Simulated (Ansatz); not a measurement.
# C₂H₈NO₂Y: geometry and vibrations

The task is to find a stationary geometry of C₂H₈NO₂Y, then compute its harmonic vibrations to see whether it is a minimum and to get the zero-point energy and entropy.

Computed with Ansatz 0.2.0, Gaussian basis. Level: RKS PBE0-D4/def2-TZVP.

Plan: relaxation at PBE0-D4/def2-TZVP; harmonic vibrations at the same level.

1 further run of the same task is left out (set aside as unsound or not needed). Runs told in other sessions of the task aren't counted.

## 1. Starting geometry

SMILES `C[O][Y]([NH2])[O]C`, 14 atoms, charge 0, spin multiplicity 1.

Atoms are counted from 1 here; the program's logs count them from 0.

Bond lengths: C1–O2 1.398 Å, C1–H7 1.099 Å, C1–H8 1.109 Å, C1–H9 1.102 Å, O2–Y3 1.945 Å, Y3–N4 2.108 Å, Y3–O5 1.959 Å, N4–H10 1.024 Å, N4–H11 1.027 Å, O5–C6 1.397 Å, C6–H12 1.110 Å, C6–H13 1.104 Å, C6–H14 1.099 Å. Angles: O2–C1–H7 108.0°, O2–C1–H8 111.6°, O2–C1–H9 111.9°, H7–C1–H8 107.7°, H7–C1–H9 108.2°, H8–C1–H9 109.3°, C1–O2–Y3 118.8°, O2–Y3–N4 102.3°, O2–Y3–O5 105.9°, N4–Y3–O5 109.2°, Y3–N4–H10 114.0°, Y3–N4–H11 108.7°, H10–N4–H11 105.2°, Y3–O5–C6 121.5°, O5–C6–H12 112.1°, O5–C6–H13 111.8°, O5–C6–H14 108.0°, H12–C6–H13 109.2° and more.

Coordinates:

```mol
C2H8NO2Y
  3D, bonds by distance, orders not assigned

 14 13  0  0  0  0  0  0  0  0999 V2000
   -1.7092    1.1395   -0.2415 C   0  0
   -1.7758    0.3654    0.9213 O   0  0
   -0.1491   -0.4664    1.5870 Y   0  0
   -0.1285   -2.3030    0.5526 N   0  0
    1.3273    0.6502    0.9465 O   0  0
    1.9620    0.3932   -0.2714 C   0  0
   -2.7249    1.4866   -0.4759 H   0  0
   -1.3473    0.5476   -1.1062 H   0  0
   -1.0644    2.0239   -0.1110 H   0  0
   -1.0544   -2.7225    0.4300 H   0  0
    0.2225   -2.1408   -0.3991 H   0  0
    1.2375    0.2751   -1.1036 H   0  0
    2.6029   -0.5039   -0.2189 H   0  0
    2.6014    1.2549   -0.5097 H   0  0
  1  2  8  0
  2  3  8  0
  3  4  8  0
  3  5  8  0
  5  6  8  0
  1  7  8  0
  1  8  8  0
  1  9  8  0
  4 10  8  0
  4 11  8  0
  6 12  8  0
  6 13  8  0
  6 14  8  0
M  END
```

The start is a GFN2-xTB geometry. Y takes the def2 core potential; no spin-orbit term is included.

## 2. Optimising with PBE0-D4/def2-TZVP

The input, in.yaml:

```yaml
crystal:
  periodic: [false, false, false]
  atoms:
    - {symbol: C, position_ang: [-1.709200, 1.139530, -0.241550]}
    - {symbol: O, position_ang: [-1.775810, 0.365450, 0.921260]}
    - {symbol: Y, position_ang: [-0.149120, -0.466360, 1.586990]}
    - {symbol: N, position_ang: [-0.128450, -2.303010, 0.552600]}
    - {symbol: O, position_ang: [1.327290, 0.650250, 0.946480]}
    - {symbol: C, position_ang: [1.962020, 0.393210, -0.271410]}
    - {symbol: H, position_ang: [-2.724940, 1.486590, -0.475950]}
    - {symbol: H, position_ang: [-1.347310, 0.547640, -1.106190]}
    - {symbol: H, position_ang: [-1.064360, 2.023860, -0.110990]}
    - {symbol: H, position_ang: [-1.054380, -2.722530, 0.430040]}
    - {symbol: H, position_ang: [0.222460, -2.140760, -0.399050]}
    - {symbol: H, position_ang: [1.237530, 0.275130, -1.103630]}
    - {symbol: H, position_ang: [2.602850, -0.503900, -0.218860]}
    - {symbol: H, position_ang: [2.601420, 1.254900, -0.509730]}
basis:
  gaussian: {orbitals: def2-TZVP}
hamiltonian: {xc: pbe0, dispersion: d4}
relax: {f_tol: 0.005, max_steps: 150}
```

Command:

```console
$ ansatz run in.yaml --threads 4 --pin off --events-out ev --progress --plain --max-ram 11315MiB
```

The runs that follow: Vibrations by finite differences.

Q: Predict the results of all the runs planned. Wanted: point group; shift from the start; total energy; dispersion term; dipole moment; lowest, highest wavenumber.

The runs gave:

| quantity | value |
| --- | --- |
| point group | C1 |
| steps | 44 |
| shift from the start (rms) | 1.384 Å |
| total energy | -8829.5086 eV |
| dispersion term | -192 meV |
| dipole moment | 0.19 D |
| lowest, highest wavenumber | -18, 3616 cm⁻¹ |

The atoms moved 1.38 Å (rms) from the start; the bond that changed most is O2–Y3, from 1.945 to 2.031 Å. One or more small negative wavenumbers (down to -18 cm⁻¹) point to a very flat motion, so a minimum isn't proven. The stiffest mode, 3616 cm⁻¹, is an N–H stretch. Harmonic hybrid wavenumbers usually lie a few per cent above measured fundamentals. The largest Mulliken charge, +1.42 e, sits on Y3.
